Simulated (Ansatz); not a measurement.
I need a rigid scan of one bond length of AlBH4S2, SMILES [AlH2][S]BS. Use Ansatz's Python interface. Settings (for the species named): B3LYP, 6-31G* basis, multiplicity 1, D3BJ dispersion.

```xyz
8

Al   -0.6024    1.5160   -0.1950
S     1.2850    0.6564   -0.9616
B     1.0888   -0.8350    0.1552
S     0.3389   -2.3833   -0.4528
H    -2.0299    1.1747   -0.9306
H    -0.6390    2.5501    1.0577
H     1.5997   -0.8032    1.2639
H    -0.9490   -1.9329    0.0074
```

`albh4s2.py`:
```python
"""Potential curve of AlBH4S2 along one bond."""

import ansatz as az
import numpy as np

BASIS = "6-31G*"
XC = "b3lyp"
DISPERSION = "d3bj"

geometry_ang = [
    ("Al", (-0.6024, 1.516, -0.195)),
    ("S", (1.285, 0.6564, -0.9616)),
    ("B", (1.0888, -0.835, 0.1552)),
    ("S", (0.3389, -2.3833, -0.4528)),
    ("H", (-2.0299, 1.1747, -0.9306)),
    ("H", (-0.639, 2.5501, 1.0577)),
    ("H", (1.5997, -0.8032, 1.2639)),
    ("H", (-0.949, -1.9329, 0.0074)),
]
system = az.Crystal.molecule()
for symbol, xyz in geometry_ang:
    system = system.atom(symbol, xyz)

symbols = [site.symbol for site in system.cartesian_sites]
start = np.array([site.position_ang for site in system.cartesian_sites])
axis = (start[1] - start[2]) / np.linalg.norm(start[1] - start[2])
moving = [0, 1, 4, 5]
lengths, energies = [1.59, 1.72, 1.87, 2.06, 2.34, 2.81, 3.37, 4.12], []
for length in lengths:
    xyz = start.copy()
    xyz[moving] += (length - np.linalg.norm(start[1] - start[2])) * axis
    point = az.Crystal.molecule()
    for symbol, place in zip(symbols, xyz):
        point = point.atom(symbol, place.tolist())
    job = point.calculation().basis(gaussian=BASIS).functional(XC, dispersion=DISPERSION).spin("collinear")
    data = job.run(threads=1).report
    energies.append(data["free_energy_ev"])
    print(f"r = {length:6.3f} A  E = {energies[-1]:.5f} eV  <S^2> = {abs(data['mean_field']['state']['spin_squared']):.3f}")

print("energy above the lowest point (eV):", [round(e - min(energies), 3) for e in energies])
```

```console
$ python albh4s2.py
r =  1.590 A  E = -29009.49110 eV  <S^2> = 0.000
r =  1.720 A  E = -29010.19424 eV  <S^2> = 0.000
r =  1.870 A  E = -29010.34622 eV  <S^2> = 0.000
r =  2.060 A  E = -29010.04798 eV  <S^2> = 0.000
r =  2.340 A  E = -29009.28254 eV  <S^2> = 0.000
r =  2.810 A  E = -29008.02432 eV  <S^2> = 0.000
r =  3.370 A  E = -29006.96153 eV  <S^2> = 0.355
r =  4.120 A  E = -29006.54412 eV  <S^2> = 0.887
energy above the lowest point (eV): [0.855, 0.152, 0.0, 0.298, 1.064, 2.322, 3.385, 3.802]
```

Notes:
- Total energies depend on the basis set; only differences at equal settings carry meaning.
- The rest of the molecule is held rigid at a force-field or estimated start geometry, and the basis set is modest; single-reference methods fail as a bond breaks.
- The expectation value of S² is noticeably off S(S+1) in at least one run, so that state is spin-contaminated.
- b3lyp holds the VWN-RPA fit, as in Gaussian; the form of ORCA and Turbomole is b3lyp5.
- Wall time of the script: 49 s on 1 thread of AMD EPYC 9B14 (Zen 4) (shared host), peak memory 0.31 GiB.
